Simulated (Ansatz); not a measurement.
Below is the output of a Python script on the Ansatz DFT code, driven from Python that makes a ladder of methods at one geometry of C3H5OSi, SMILES C#C[SiH]OC. Write a script that gives it. Settings (for the species named): revPBE, def2-SVP basis, multiplicity 2. The script varies functional: revpbe, lc_wpbe, lda, r2scan0, b3lyp.

```yaml
atoms:
  - { symbol: C, position_ang: [-0.8165, -2.5302, 0.8586] }
  - { symbol: C, position_ang: [-0.0152, -1.6618, 0.6699] }
  - { symbol: Si, position_ang: [1.2785, -0.3672, 0.3781] }
  - { symbol: O, position_ang: [1.0862, 0.6121, -0.9315] }
  - { symbol: C, position_ang: [-0.1123, 1.4567, -0.9101] }
  - { symbol: H, position_ang: [-1.6236, -3.2023, 1.0002] }
  - { symbol: H, position_ang: [1.4690, 0.4978, 1.5946] }
  - { symbol: H, position_ang: [-1.0108, 0.9130, -0.8355] }
  - { symbol: H, position_ang: [-0.1287, 2.0535, -1.7829] }
  - { symbol: H, position_ang: [-0.0434, 2.1772, -0.0385] }
```

```console
$ python methods.py
[INFO] functional    E (Ha)        dipole (D)   HOMO (eV)  LUMO (eV)
[INFO] revpbe        -481.587776     1.818      -4.764     -2.963
[INFO] lc_wpbe       -481.479661     1.975      -8.489      0.150
[INFO] lda           -478.897195     1.897      -4.743     -3.547
[INFO] r2scan0       -481.538806     1.964      -6.152     -1.947
[INFO] b3lyp         -481.727199     1.870      -5.578     -2.548
```

The script that was run (others could print the same):

Script `methods.py`:
```python
"""One geometry of C3H5OSi, method by method."""

from pathlib import Path
import logging
import sys

import ansatz
from ase import Atoms
import numpy as np

logging.basicConfig(stream=sys.stdout, format="[%(levelname)s] %(message)s")
log = logging.getLogger("calc")
log.setLevel(logging.INFO)


def main() -> None:
    atoms = Atoms(["C", "C", "Si", "O", "C", "H", "H", "H", "H", "H"], positions=[
        (-0.8165, -2.5302, 0.8586),
        (-0.0152, -1.6618, 0.6699),
        (1.2785, -0.3672, 0.3781),
        (1.0862, 0.6121, -0.9315),
        (-0.1123, 1.4567, -0.9101),
        (-1.6236, -3.2023, 1.0002),
        (1.469, 0.4978, 1.5946),
        (-1.0108, 0.913, -0.8355),
        (-0.1287, 2.0535, -1.7829),
        (-0.0434, 2.1772, -0.0385),
    ])
    system = ansatz.Crystal.molecule_from_ase(atoms)

    setup = (
        system.calculation()
        .basis(gaussian="def2-SVP")
        .spin("collinear", total=1)
    )

    log.info("functional    E (Ha)        dipole (D)   HOMO (eV)  LUMO (eV)")
    for name in ["revpbe", "lc_wpbe", "lda", "r2scan0", "b3lyp"]:
        rep = setup.functional(name).forces().orbitals().run(threads=1, backend="cpu", runs_dir="runs").report
        lines = Path(rep["orbitals_path"]).read_text().splitlines()
        field_of = lambda key: [line.split("=")[1].strip() for line in lines if line.startswith(key)]
        orbitals = [(27.211386 * float(e), s, float(n)) for e, s, n in zip(field_of("Ene="), field_of("Spin="), field_of("Occup="))]
        homo = max(e for e, _, n in orbitals if n > 0.5)
        lumo = min(e for e, _, n in orbitals if n < 0.5)
        dipole = 4.803205 * np.linalg.norm(rep["charge_distribution"]["dipole_moment_e_ang"])
        log.info(f"{name:10s} {rep['free_energy_ev'] / 27.211386246:14.6f} {dipole:9.3f} {homo:11.3f} {lumo:10.3f}")


if __name__ == "__main__":
    main()
```

Notes:
- Total energies depend on the basis set; only differences at equal settings carry meaning.
- The geometry is a force-field or estimated start, not a minimum of this method, and the basis set is short of its limit. A lower total doesn't mark the better method: functionals have no common bound, and MP2 and coupled cluster aren't variational.
- The species is open-shell (spin multiplicity 2).
- b3lyp holds the VWN-RPA fit, as in Gaussian; the form of ORCA and Turbomole is b3lyp5.
- Levels such as HOMO and LUMO are orbital energies: with these approximate functionals they aren't the ionisation energy and electron affinity, and their gap isn't the fundamental gap.
- Wall time of the script: 36 s on 1 thread of Intel(R) Xeon(R) Platinum 8259CL CPU @ 2.50GHz (Skylake/Cascade Lake), with other jobs on the host, peak memory 0.39 GiB.

(Lines on the test bed's own set-up are left out of the output.)
